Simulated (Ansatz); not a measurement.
# CH4FSSi radical: basis-set convergence

An exercise on one series of results from a longer session: the logs are not shown, and one member is left open.

Computed with Ansatz 0.2.0, Gaussian basis. Level: one geometry, several basis sets.

The runs, in order: PBE0-D4/def2-SVP; ωB97M-V/def2-SVP; PBE0-D4/def2-QZVPP; ωB97M-V/def2-QZVPP; the functionals' def2-TZVPP values are taken from earlier runs.

### The geometry

An earlier PBE0-D4 in a triple-zeta def2 set relaxation fixed the geometry.

SMILES `C[SiH](F)[S]`, 8 atoms, charge 0, spin multiplicity 2.

Atoms are counted from 1 here; the program's logs count them from 0.

Bond lengths: C1–Si2 1.856 Å, C1–H5 1.093 Å, C1–H6 1.091 Å, C1–H7 1.092 Å, Si2–F3 1.600 Å, Si2–S4 2.109 Å, Si2–H8 1.485 Å. Angles: Si2–C1–H5 109.4°, Si2–C1–H6 110.6°, Si2–C1–H7 110.8°, H5–C1–H6 109.0°, H5–C1–H7 108.3°, H6–C1–H7 108.7°, C1–Si2–F3 107.9°, C1–Si2–S4 110.2°, C1–Si2–H8 114.1°, F3–Si2–S4 112.3°, F3–Si2–H8 106.5°, S4–Si2–H8 105.8°.

Set-up of the first run:

The input, in.yaml:

```yaml
crystal:
  periodic: [false, false, false]
  atoms:
    - {symbol: C, position_ang: [-0.292596, 0.953989, 0.119725]}
    - {symbol: Si, position_ang: [0.367940, -0.765554, -0.104277]}
    - {symbol: F, position_ang: [1.031314, -1.222946, 1.278383]}
    - {symbol: S, position_ang: [-1.176588, -2.062843, -0.719692]}
    - {symbol: H, position_ang: [0.506102, 1.604257, 0.485536]}
    - {symbol: H, position_ang: [-0.666220, 1.348939, -0.826484]}
    - {symbol: H, position_ang: [-1.105631, 0.965766, 0.848495]}
    - {symbol: H, position_ang: [1.427878, -0.878708, -1.137486]}
basis:
  gaussian: {orbitals: def2-SVP}
magnetization: {spin_polarized: true, initial_magnetization: 1}
hamiltonian: {xc: pbe0, dispersion: d4}
output: {orbitals: {seedname: orbitals}}
```

The run is started by

```bash
ansatz run in.yaml --threads 4 --pin off --events-out ev --progress --plain --max-ram 10444MiB
```

Among the steps run: PBE0-D4 in def2-SVP; ωB97M-V in def2-SVP; PBE0-D4 in def2-QZVPP; ωB97M-V in def2-QZVPP.

One table of the session follows, with a row left open; its other results are not shown here.

It belongs to the step «Density functionals: the series». 

```
functional       basis  HOMO (eV)  LUMO (eV)
   PBE0-D4    def2-SVP      -7.52      -4.62
   PBE0-D4  def2-TZVPP      -7.67      -4.70
   PBE0-D4  def2-QZVPP          ?          ?
   ωB97M-V    def2-SVP      -9.72      -2.53
   ωB97M-V  def2-TZVPP      -9.89      -2.72
   ωB97M-V  def2-QZVPP      -9.93      -2.77
```

**Question.** Estimate the row for PBE0-D4, def2-QZVPP.

As computed: HOMO (eV): -7.70; LUMO (eV): -4.73. In the column «HOMO (eV)» it lies between ωB97M-V, def2-SVP (-9.72) and PBE0-D4, def2-TZVPP (-7.67).
